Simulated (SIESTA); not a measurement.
A run of SIESTA 5.4.2 is set up as follows.

File HfIn4SiO6.fdf:

```
SystemName                      HfIn4SiO6
SystemLabel                     HfIn4SiO6
NumberOfSpecies                 4
NumberOfAtoms                   12
%block ChemicalSpeciesLabel
  1  72 Hf
  2  49 In
  3  14 Si
  4   8 O
%endblock ChemicalSpeciesLabel

LatticeConstant                 1.0 Ang
%block LatticeVectors
     3.2302300000    -5.5776800000    -0.0247000000
     3.2302300000     5.5776800000    -0.0247000000
    -1.4906800000     0.0000000000     6.3203000000
%endblock LatticeVectors
AtomicCoordinatesFormat         Fractional
%block AtomicCoordinatesAndAtomicSpecies
     0.1098710000     0.1006420000     0.0183700000  1  Hf
     0.7807570000     0.4867510000     0.0072850000  2  In
     0.4782010000     0.7894660000     0.0033560000  2  In
     0.5444910000     0.2210100000     0.4867600000  2  In
     0.2146260000     0.5415540000     0.4811630000  2  In
     0.8477760000     0.8487750000     0.4476920000  3  Si
     0.8292200000     0.5846910000     0.3718080000  4  O
     0.5813020000     0.8368800000     0.3817070000  4  O
     0.0301440000     0.0336040000     0.2873510000  4  O
     0.9841410000     0.9769020000     0.6915860000  4  O
     0.4224050000     0.1429480000     0.0817140000  4  O
     0.1431760000     0.4288500000     0.0757300000  4  O
%endblock AtomicCoordinatesAndAtomicSpecies

%block kgrid.MonkhorstPack
    5   0   0  0.0
    0   5   0  0.0
    0   0   4  0.0
%endblock kgrid.MonkhorstPack
XC.Functional                   GGA
XC.Authors                      PBE
PAO.BasisSize                   DZP
PAO.EnergyShift                 0.003 Ry
Mesh.Cutoff                     800 Ry
OccupationFunction              FD
ElectronicTemperature           0.05 eV
MaxSCFIterations                120
SCF.MustConverge                false
SCF.Mixer.Method                Pulay
SCF.Mixer.Weight                0.25
SCF.Mixer.History               8
SCF.DM.Tolerance                5.0e-05
SCF.H.Tolerance                 1.0e-03 eV
WriteForces                     true
Charge.Mulliken                 end
%block PAO.Basis
  Hf 5
  n=5 0 2
    3.241 0.000
  n=6 0 2
    8.163 0.000
  n=5 1 2
    3.929 0.000
  n=6 1 1
    8.163
  n=5 2 2
    7.906 0.000
  In 4
  n=5 0 2
    6.996 0.000
  n=5 1 2
    9.500 0.000
  n=4 2 2
    4.106 0.000
  n=5 2 1
    9.500
%endblock PAO.Basis
Diag.ParallelOverK              true
```

Potentials or basis: PseudoDojo 0.4 standard (PBE files), DZP (energy shift 0.003 Ry; two zetas on semicore shells).

Run with:

```bash
$ mpirun -n 4 siesta HfIn4SiO6.fdf > HfIn4SiO6.out 2>&1
```

Estimate the largest force.

3.510 eV/Å.

Estimate the pressure.

1.7 GPa.

Estimate the band gap on the k mesh.

0.55 eV, indirect (least direct gap 0.80 eV).

Forces on the atoms (eV/Å):
```
Hf  -0.457  2.187 -2.707
In   0.165 -0.355 -0.273
In  -0.071 -0.078 -0.086
In  -0.195 -0.071  0.155
In  -0.149 -0.012 -0.034
Si   0.963  0.575 -1.000
O   -0.054 -0.071  0.152
O    0.356 -0.413  0.109
O   -2.049 -0.002  2.286
O    0.133 -0.051  0.985
O    1.336 -1.700  0.370
O    0.025 -0.012  0.044
```

Caveat: short orbitals over semicore shells can move pressures by several GPa; spin-orbit coupling is left out, which moves the levels of the heavy elements; an odd mesh through Γ misses points on the zone boundary, where band edges often lie; the basis of atomic orbitals isn't converged, which shifts pressures, moduli and gaps.
